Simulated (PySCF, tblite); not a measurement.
**C₂H₁₀OSi₂: dynamics, then NMR shifts on frames**

Aim: move C₂H₁₀OSi₂ (`COC[SiH2][SiH3]`) away from its starting geometry and see how NMR shifts follow the geometry.

Computed with tblite 0.8.0 and PySCF 2.14.0, with density-fitted response routines of our own, on a single molecule in the gas phase. Atoms are numbered from 0 throughout.

## (1) Starting geometry

15 atoms, charge 0, multiplicity 1; geometry from: GFN2-xTB.

Bonds of the start (Å): C0–O1 1.40, O1–C2 1.42, C2–Si3 1.91, Si3–Si4 2.31, C0–H5 1.10, C0–H6 1.10, C0–H7 1.09, C2–H8 1.10, C2–H9 1.10, Si3–H10 1.47, Si3–H11 1.47, Si4–H12 1.47, Si4–H13 1.47, Si4–H14 1.46.

## (2) Thermal motion with GFN2-xTB

The job: settings as JSON, then the geometry in Å.

```
{"job": {"kind": "md", "xc": "GFN2-xTB", "basis": "xTB", "temperature": 300, "steps": 2000, "every": 50, "frames": 5}, "charge": 0, "multiplicity": 1}
C     -1.901154     1.439629    -0.154318
O     -0.931603     0.433750    -0.262097
C     -0.592014    -0.169737     0.972972
Si     0.748569    -1.441244     0.494155
Si     2.093210    -0.392642    -1.063286
H     -2.835899     1.045612     0.265184
H     -1.550325     2.260388     0.485192
H     -2.083556     1.814976    -1.159953
H     -1.481189    -0.621178     1.431731
H     -0.222929     0.590120     1.676100
H      1.387747    -1.862468     1.752523
H      0.044276    -2.634797     0.003918
H      3.242956    -1.239349    -1.408930
H      2.661273     0.864784    -0.560330
H      1.416226    -0.079855    -2.322119
```

Method: GFN2-xTB Langevin dynamics, gas phase.

Started as:

```bash
> OMP_NUM_THREADS=1 python probes_run.py task.json out
```

The driver reads the jobs from task.json and runs them one after another.

Output:

```text
t/fs     T/K      E/eV
    0.0   239.3   -459.18348
   25.0   148.1   -458.83546
   50.0   248.7   -458.80357
   75.0   211.4   -458.79236
  100.0   225.5   -458.77131
  125.0   209.0   -458.77364
  150.0   215.2   -458.81252
  175.0   212.1   -458.82187
  200.0   234.7   -458.80277
  225.0   326.1   -458.96006
  250.0   167.9   -458.60012
  275.0   205.1   -458.70029
  300.0   292.8   -458.77758
  325.0   270.2   -458.76003
  350.0   255.6   -458.79887
  375.0   264.9   -458.77546
  400.0   276.6   -458.73823
  425.0   281.0   -458.73372
  450.0   292.5   -458.79264
  475.0   394.2   -458.88392
  500.0   298.0   -458.65643
  525.0   311.1   -458.66901
  550.0   299.7   -458.68361
  575.0   293.2   -458.65264
  600.0   291.4   -458.54040
  625.0   394.1   -458.70296
  650.0   249.8   -458.52141
  675.0   406.6   -458.79528
  700.0   329.8   -458.58657
  725.0   396.8   -458.69465
  750.0   323.4   -458.51268
  775.0   385.2   -458.78003
  800.0   266.9   -458.71965
  825.0   235.5   -458.74505
  850.0   217.5   -458.75957
  875.0   266.5   -458.84862
  900.0   262.6   -458.85821
  925.0   205.4   -458.68870
  950.0   336.0   -458.74635
  975.0   260.7   -458.73818
 1000.0   213.7   -458.70197
```

Run time: 20 s. Hardware: 1 thread of Intel Xeon Platinum 8375C at 2.90GHz, shared host; peak memory 0.19 GiB.

Distance from the start (root mean square after alignment): 0 fs 0.00 Å, 200 fs 0.30 Å, 400 fs 0.43 Å, 600 fs 0.53 Å, 800 fs 0.78 Å, 1000 fs 1.32 Å.

Positions (Å) and forces (eV/Å) at 1000 fs:

```xyz
15

C    -2.983    0.647    0.331   -1.478   -0.187    0.066
O    -1.647    0.529    0.027    1.469    0.292    0.193
C    -0.744    0.362    1.182   -1.314   -0.565   -0.850
Si    0.952   -0.198    0.447   -0.615    0.229    0.398
Si    2.030    1.584   -0.522   -0.696    0.428   -1.267
H    -3.340   -0.286    0.781    0.076    0.119    1.075
H    -3.236    1.571    0.903    0.223   -0.681    0.078
H    -3.675    0.640   -0.535    1.026    0.517   -0.428
H    -1.200   -0.403    1.828    0.182   -0.280   -0.154
H    -0.754    1.234    1.826    0.193    0.594   -0.205
H     1.593   -0.777    1.627    0.228   -0.088    0.153
H     0.636   -1.333   -0.417    0.003   -0.049   -0.092
H     0.939    2.589   -1.032    1.009   -0.696    0.433
H     2.722    1.049   -1.766   -0.238    0.396    0.631
H     3.022    2.317    0.272   -0.067   -0.030   -0.030
```

## (3) Shielding tensors: 250 fs, PBE0/pcSseg-1

The job: settings as JSON, then the geometry in Å.

```
{"job": {"kind": "nmr", "xc": "PBE0", "basis": "pcSseg-1", "pop": false}, "charge": 0, "multiplicity": 1}
C     -2.229500     1.467000    -0.615500
O     -1.335600     0.414800    -0.624100
C     -0.995800    -0.021800     0.678900
Si     0.294600    -1.365600     0.414800
Si     1.880300    -0.319000    -0.983900
H     -3.191600     1.081300    -0.180200
H     -1.837000     2.248900     0.063300
H     -2.346900     1.949000    -1.635700
H     -1.919800    -0.390200     1.183400
H     -0.651800     0.710800     1.359200
H      0.843900    -1.315800     1.873900
H     -0.115400    -2.745500     0.383800
H      3.175600    -0.866200    -0.373400
H      1.788100     1.199000    -1.138800
H      1.967200    -0.828900    -2.356900
```

Method: GIAO PBE0/pcSseg-1 NMR shielding, non-relativistic, gas phase.

Output:

```text
coarse grid: 12712 points
cycle   1  E = -735.8225688267  dE =  1.375e-01  |g| = 5.044e-01  |ddm| = 3.241e+00
cycle   2  E = -735.7692151245  dE =  5.335e-02  |g| = 7.436e-01  |ddm| = 1.094e+00
cycle   3  E = -735.8715274033  dE = -1.023e-01  |g| = 6.316e-02  |ddm| = 7.276e-01
cycle   4  E = -735.8722114168  dE = -6.840e-04  |g| = 2.033e-02  |ddm| = 5.753e-02
cycle   5  E = -735.8723045640  dE = -9.315e-05  |g| = 6.898e-03  |ddm| = 2.270e-02
cycle   6  E = -735.8723158228  dE = -1.126e-05  |g| = 1.128e-03  |ddm| = 7.195e-03
cycle   7  E = -735.8723161775  dE = -3.547e-07  |g| = 2.605e-04  |ddm| = 1.479e-03
final grid: 111200 points
cycle   8  E = -735.9115641841  dE = -1.494e-05  |g| = 9.713e-03  |ddm| = 1.635e-02
cycle   9  E = -735.9115481432  dE =  1.604e-05  |g| = 1.366e-02  |ddm| = 1.304e-02
cycle  10  E = -735.9115812516  dE = -3.311e-05  |g| = 1.054e-03  |ddm| = 8.047e-03
cycle  11  E = -735.9115814991  dE = -2.476e-07  |g| = 1.585e-04  |ddm| = 1.138e-03
cycle  12  E = -735.9115815050  dE = -5.829e-09  |g| = 3.974e-05  |ddm| = 2.047e-04
cycle  13  E = -735.9115815053  dE = -3.699e-10  |g| = 1.470e-05  |ddm| = 5.599e-05
converged SCF energy = -735.9115815053

GIAO shielding tensors (ppm)
atom      isotropic    diamagn.    paramagn.     s11        s22        s33       span
  0 C      117.704     245.224    -127.520     82.716     92.367    178.028     95.312
  1 O      316.075     400.847     -84.772    287.062    322.037    339.125     52.063
  2 C      124.436     252.169    -127.733     87.263     98.588    187.457    100.194
  3 Si     424.022     880.573    -456.551    377.234    398.276    496.557    119.323
  4 Si     460.339     878.678    -418.339    415.133    471.330    494.553     79.420
  5 H       27.513      27.630      -0.117     23.537     25.100     33.903     10.366
  6 H       28.289      29.705      -1.416     24.659     26.022     34.187      9.528
  7 H       26.762      27.474      -0.712     23.037     24.196     33.052     10.015
  8 H       28.088      31.043      -2.955     25.169     26.702     32.393      7.225
  9 H       29.640      34.537      -4.897     25.850     28.986     34.085      8.235
 10 H       26.971      29.194      -2.224     24.142     24.980     31.790      7.648
 11 H       27.641      29.398      -1.757     24.318     25.286     33.319      9.000
 12 H       27.110      27.279      -0.168     23.536     25.046     32.749      9.213
 13 H       27.185      28.394      -1.208     23.682     26.155     31.719      8.037
 14 H       28.068      28.572      -0.504     25.097     25.504     33.604      8.507
```

It took 25 s on 1 thread of Intel Xeon Platinum 8375C at 2.90GHz, shared host; peak memory 0.72 GiB.

Shifts follow as δ = σ(reference) − σ, with reference shieldings (ppm) from runs at the same level and on the same kind of geometry: 1H TMS 31.72, 13C TMS 186.9, 29Si TMS 349.2, 17O H2O 336.1. The references are single molecules in the gas phase, so shifts against H2O, NH3, PH3, H3PO4 or CFCl3 are not on the usual liquid scales and can be off by tens of ppm. Each atom is listed at this fixed geometry, with no averaging over motion; a spectrum would average atoms that exchange fast.

| atoms | environment | σ (ppm) | δ (ppm) |
| --- | --- | --- | --- |
| C0 | methyl carbon bonded to O | 117.7 | 69.2 |
| C2 | sp3 CH2 bonded to O and Si | 124.4 | 62.5 |
| H7 | hydrogen on a methyl carbon bonded to O | 26.76 | 4.96 |
| H10 | hydrogen on a silicon bonded to C, Si | 26.97 | 4.75 |
| H12 | hydrogen on a silicon bonded to Si | 27.11 | 4.61 |
| H13 | hydrogen on a silicon bonded to Si | 27.19 | 4.53 |
| H5 | hydrogen on a methyl carbon bonded to O | 27.51 | 4.20 |
| H11 | hydrogen on a silicon bonded to C, Si | 27.64 | 4.08 |
| H14 | hydrogen on a silicon bonded to Si | 28.07 | 3.65 |
| H8 | hydrogen on an sp3 CH2 bonded to O and Si | 28.09 | 3.63 |
| H6 | hydrogen on a methyl carbon bonded to O | 28.29 | 3.43 |
| H9 | hydrogen on an sp3 CH2 bonded to O and Si | 29.64 | 2.08 |
| O1 | ether oxygen | 316.1 | 20.0 |
| Si3 | silicon bonded to C, Si, 2 H | 424.0 | -74.9 |
| Si4 | silicon bonded to Si, 3 H | 460.3 | -111.2 |

## (4) NMR shieldings: 425 fs, PBE0/pcSseg-1

The job: settings as JSON, then the geometry in Å.

```
{"job": {"kind": "nmr", "xc": "PBE0", "basis": "pcSseg-1", "pop": false}, "charge": 0, "multiplicity": 1}
C     -2.533000     0.945700    -0.623400
O     -1.251300     0.469900    -0.415200
C     -0.932200     0.207400     0.916800
Si     0.451900    -1.010200     0.626200
Si     2.124500    -0.324000    -0.810200
H     -3.375100     0.271400    -0.329800
H     -2.707700     1.862100    -0.100900
H     -2.618700     1.146600    -1.691200
H     -1.784200    -0.385300     1.332400
H     -0.652400     1.048200     1.482200
H      1.006300    -1.189800     2.024200
H     -0.164700    -2.366500     0.309700
H      3.477100    -0.640000    -0.154700
H      2.118400     1.191600    -0.785100
H      2.311400    -0.817400    -2.188400
```

Method: GIAO PBE0/pcSseg-1 NMR shielding, non-relativistic, gas phase.

Output:

```text
coarse grid: 12712 points
cycle   1  E = -735.8328930793  dE =  2.199e-01  |g| = 4.948e-01  |ddm| = 3.241e+00
cycle   2  E = -735.7860254264  dE =  4.687e-02  |g| = 7.133e-01  |ddm| = 1.037e+00
cycle   3  E = -735.8798174429  dE = -9.379e-02  |g| = 6.385e-02  |ddm| = 6.817e-01
cycle   4  E = -735.8805045312  dE = -6.871e-04  |g| = 1.968e-02  |ddm| = 5.432e-02
cycle   5  E = -735.8805935757  dE = -8.904e-05  |g| = 6.415e-03  |ddm| = 2.212e-02
cycle   6  E = -735.8806032972  dE = -9.721e-06  |g| = 1.001e-03  |ddm| = 6.712e-03
final grid: 111200 points
cycle   7  E = -735.9197409321  dE = -1.914e-05  |g| = 9.561e-03  |ddm| = 1.742e-02
cycle   8  E = -735.9197280897  dE =  1.284e-05  |g| = 1.282e-02  |ddm| = 1.277e-02
cycle   9  E = -735.9197579402  dE = -2.985e-05  |g| = 1.139e-03  |ddm| = 7.525e-03
cycle  10  E = -735.9197582211  dE = -2.809e-07  |g| = 1.641e-04  |ddm| = 1.217e-03
cycle  11  E = -735.9197582271  dE = -6.032e-09  |g| = 4.611e-05  |ddm| = 2.114e-04
cycle  12  E = -735.9197582276  dE = -5.109e-10  |g| = 1.362e-05  |ddm| = 5.702e-05
converged SCF energy = -735.9197582276

GIAO shielding tensors (ppm)
atom      isotropic    diamagn.    paramagn.     s11        s22        s33       span
  0 C      124.600     240.668    -116.068     87.686     98.997    187.118     99.432
  1 O      335.954     401.378     -65.423    308.001    340.000    359.862     51.862
  2 C      127.858     252.655    -124.797     90.741    103.475    189.358     98.617
  3 Si     424.683     880.063    -455.380    359.323    441.295    473.431    114.108
  4 Si     464.247     879.192    -414.945    438.931    470.610    483.201     44.270
  5 H       28.237      27.916       0.321     24.448     26.055     34.208      9.759
  6 H       29.079      28.993       0.086     24.803     26.804     35.629     10.826
  7 H       28.004      28.566      -0.561     23.539     25.439     35.034     11.495
  8 H       27.924      31.155      -3.231     24.798     27.172     31.802      7.004
  9 H       28.813      32.869      -4.056     25.240     27.542     33.656      8.416
 10 H       27.293      28.699      -1.406     23.622     25.486     32.771      9.149
 11 H       27.012      28.621      -1.608     23.278     25.634     32.124      8.846
 12 H       27.364      27.495      -0.132     24.019     25.247     32.825      8.806
 13 H       27.523      28.738      -1.215     24.031     26.194     32.344      8.313
 14 H       27.933      28.442      -0.509     24.634     25.566     33.600      8.966
```

Wall time 21 s (1 thread of Intel Xeon Platinum 8375C at 2.90GHz, shared host); peak memory 0.74 GiB.

Key values: δ C0 62.3, C2 59.1, O1 0.1, Si3 -75.5, H11 4.70, H10 4.42 ppm.

[end of part 1 of 2]
